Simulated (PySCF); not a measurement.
# A diatomic session: PbH+

One table from this session's results is given with a row withheld; the runs are named, their logs left out.

The runs use PySCF 2.14.0; H cc-pVDZ, Pb cc-pVDZ-PP with ECP60, scalar-relativistic core potentials.

Set-up of the first run:

Settings of the job:

```json
{
 "atoms": "H, Pb",
 "charge": "1",
 "basis": "H cc-pVDZ, Pb cc-pVDZ-PP with ECP60",
 "Hamiltonian": "scalar-relativistic core potentials",
 "basis functions": "28",
 "electrons treated": "22",
 "masses in u": "1.0078, 207.9766",
 "levels": "PBE0, PBE, r²SCAN, M06, r²SCAN0, B3LYP, HF, MP2, SCS-MP2, CCSD, CCSD(T)",
 "grid": "80 radial by 434 angular points",
 "occupations": "held fixed by the projection of orbital angular momentum",
 "dissociation limit": "H + Pb+, each in its ground configuration",
 "starting distance in angstrom": "1.815",
 "values of 2S to try": "0, 2"
}
```

Started as:

```sh
OMP_NUM_THREADS=1 python dia.py task.json out
```

Among the steps run: Input; PBE0 along the bond; Excited determinants; PBE (GGA); r²SCAN; M06; r²SCAN0 (hybrid meta-GGA); B3LYP; RHF (mean field); MP2 and coupled cluster.

One table of the session follows, with a row left open; its other results are not shown here.

```
      level  Re (Å)  ωe (cm⁻¹)  De (eV)
        RHF   1.817       1829     1.57
    RHF-MP2   1.814       1790     2.23
RHF-SCS-MP2   1.818       1778     2.31
   RHF-CCSD   1.827       1717     2.40
RHF-CCSD(T)   1.829       1708     2.41
        PBE   1.858       1664     2.58
     r²SCAN       ?          ?        ?
      B3LYP   1.847       1703     2.60
       PBE0   1.836       1737     2.50
    r²SCAN0   1.826       1771     2.47
        M06   1.854       1720     2.78
```

Q: Estimate the row for r²SCAN from the others.

**Answer.** Re (Å): 1.840; ωe (cm⁻¹): 1726; De (eV): 2.53. In the column «Re (Å)» it lies between PBE0 (1.836) and B3LYP (1.847).
